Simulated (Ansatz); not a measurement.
The system is Sn3Se.

```xyz
4
Lattice="4.7419 0.0000 0.0000 0.0000 4.7419 0.0000 0.0000 0.0000 4.7419" Properties=species:S:1:pos:R:3 pbc="T T T"
Sn    2.3709    2.3709    0.0000
Sn    2.3709    0.0000    2.3709
Sn    0.0000    2.3709    2.3709
Se    0.0000    0.0000    0.0000
```

The cell comes from a database or a generator and needn't be the stable form of this composition.

```yaml
Program: Ansatz 0.2.0
Task: single point
Functional: PBEsol
Potentials_or_basis: all-electron LAPW, scalar-relativistic
Cutoff: 162 eV (chosen from the basis error)
Basis_error_allowed: 0.001 eV/atom
k_mesh: 6 × 6 × 6
Occupations: fermi-dirac, width 0.05 eV
Spin: no spin polarisation
```

On this cell: pressure -2.6 GPa; largest force zero by symmetry; band gap on the k mesh none (metal or under the smearing width).

The same run follows on a disturbed copy (atoms moved at random, drawn with an rms of 0.05 Å):

```
Sn Se
1.0
     4.74188    0.00000    0.00000
     0.00000    4.74188    0.00000
     0.00000    0.00000    4.74188
Sn Se
3 1
Direct
  0.50380 0.50400 0.99810
  0.51121 0.99162 0.49897
  0.00419 0.50945 0.51201
  0.00479 0.99229 0.99972
```

Problem. What changes?

Solution. The energy (extrapolated to zero smearing) moves by +0.9 meV/atom; pressure -2.6 GPa; largest force 0.149 eV/Å; band gap on the k mesh none (metal or under the smearing width).

Forces on the atoms (eV/Å):
```
Sn  -0.038 -0.087  0.062
Sn   0.001  0.128 -0.076
Sn   0.032 -0.059  0.002
Se   0.005  0.018  0.012
```
